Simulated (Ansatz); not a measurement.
Geometry optimisation, DFT PBE-D3(BJ), scalar-relativistic, plane waves, PAW in Ansatz 0.2.0.

Input:

```yaml
crystal:
  lattice:
    - [6.62, 0.0, 0.0]
    - [0.0, 6.62, 0.0]
    - [0.0, 0.0, 6.62]
  atoms:
    - { symbol: Ta, position: [0.0, 0.0, 0.0] }
    - { symbol: Ta, position: [0.5, 0.0, 0.0] }
    - { symbol: Ta, position: [0.0, 0.5, 0.0] }
    - { symbol: Ta, position: [0.0, 0.0, 0.5] }
    - { symbol: Ta, position: [0.25, 0.25, 0.25] }
    - { symbol: Ta, position: [0.5, 0.5, 0.0] }
    - { symbol: Ta, position: [0.5, 0.0, 0.5] }
    - { symbol: Ta, position: [0.75, 0.25, 0.25] }
    - { symbol: Ta, position: [0.0, 0.5, 0.5] }
    - { symbol: Ta, position: [0.25, 0.75, 0.25] }
    - { symbol: Ta, position: [0.25, 0.25, 0.75] }
    - { symbol: Ta, position: [0.5, 0.5, 0.5] }
    - { symbol: Ta, position: [0.75, 0.75, 0.25] }
    - { symbol: Ta, position: [0.75, 0.25, 0.75] }
    - { symbol: Ta, position: [0.25, 0.75, 0.75] }
    - { symbol: Ta, position: [0.75, 0.75, 0.75] }
    - { symbol: Li, position: [0.75564355, 0.87565418, 0.49422486] }
basis:
  ecutwfc: 420.0
kpoints:
  mp_grid: { grid: [3, 3, 3] }
hamiltonian:
  xc: pbe
  dispersion: d3bj
scf:
  occupations: { method: gaussian, width: 0.05 }
  lower_state_search: "off"
relax:
  f_tol: 0.03
  max_steps: 60
  adjacent_minimum: "off"
```

Run as:

```bash
$ ansatz run input.yaml --threads 4 --pin off --max-ram 10240MiB --backend cpu --events-out ev --progress --plain --runs-dir out
```

Problem. Where does it end, and by what steps?

Solution. The run converged. Limits of this set-up: coarse k mesh, a small cell, in which the defect meets its images, a typed lattice constant that wasn't relaxed here. After 6 steps the energy has fallen by 3.854 eV; Ta4 moved furthest, 0.31 Å.

```csv
step,energy less start (eV),largest force component (eV/Å),accepted
0,0.0000,6.296,yes
1,-2.6834,2.310,yes
2,-3.6906,0.682,yes
3,-3.8072,0.467,yes
4,-3.8513,0.062,yes
5,-3.8533,0.031,yes
6,-3.8536,0.004,yes
```

```xyz
17
Lattice="6.6200 0.0000 0.0000 0.0000 6.6200 0.0000 0.0000 0.0000 6.6200" Properties=species:S:1:pos:R:3
Ta 0.018 -0.015 -0.002
Ta 3.297 -0.014 -0.002
Ta 0.040 3.231 -0.002
Ta 0.270 0.160 3.308
Ta 1.657 1.735 1.615
Ta 3.274 3.231 -0.002
Ta 3.044 0.160 3.308
Ta 4.967 1.600 1.699
Ta -0.044 3.366 3.308
Ta 1.657 4.980 1.637
Ta 1.657 1.734 5.001
Ta 3.358 3.366 3.308
Ta 4.967 4.806 1.385
Ta 4.967 1.600 4.917
Ta 1.657 4.980 4.978
Ta 4.967 4.805 5.231
Li 4.967 5.792 3.308
```

Whether the end is a true minimum wasn't checked by a vibrational analysis.

Time of the run: 45 s on 4 threads of Intel(R) Xeon(R) CPU @ 2.60GHz (Ice Lake) (shared host), peak memory 1.2 GiB.
